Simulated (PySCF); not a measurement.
# C2H7B2P: the cost of one run

The runs use PySCF 2.14.0, with density-fitted response routines of our own; the level of theory stands in each step. All values are computed, except where a source is named. Atoms count from 0, in the outputs and in this text.

### Step 1. Starting geometry

12 atoms, charge 0, multiplicity 1; geometry from: GFN2-xTB. The atoms were then displaced at random by about 0.01 Å, so the start is not that level's minimum.

Bonds of the start (Å): B0–P1 1.81, P1–B2 1.96, B2–C3 1.58, C3–C4 1.18, B0–H5 1.18, B0–H6 1.19, P1–H7 1.36, P1–H8 1.36, B2–H9 1.20, B2–H10 1.21, C4–H11 1.06.

### Step 2. Geometry optimisation at PBE0-D3(BJ)/def2-SVP

What the job is given:

```
{"job": {"xc": "PBE0", "basis": "def2-SVP", "d3": "d3bj", "grid": 1, "shake": 0.01, "kind": "geom"}, "charge": 0, "multiplicity": 1}
B     -1.852480     0.698650     0.071360
P     -0.873440    -0.726000    -0.448410
B      0.787120    -0.883720     0.582410
C      1.644060     0.367070     0.143250
C      2.258430     1.309880    -0.206180
H     -2.676470     0.602280     0.906610
H     -1.613160     1.777330    -0.364870
H     -1.621090    -1.865910    -0.416650
H     -0.608210    -0.670320    -1.782210
H      1.276570    -1.917390     0.235960
H      0.470480    -0.866250     1.747800
H      2.847870     2.146110    -0.478100
```

Launch:

```console
$ OMP_NUM_THREADS=1 python probes_run.py task.json out
```

This one command runs all jobs of the session in turn.

Q: Estimate the wall time and peak memory of this first job on 1 thread of Arm Neoverse V1, shared host.

About 26 s, with a peak of 0.45 GiB.
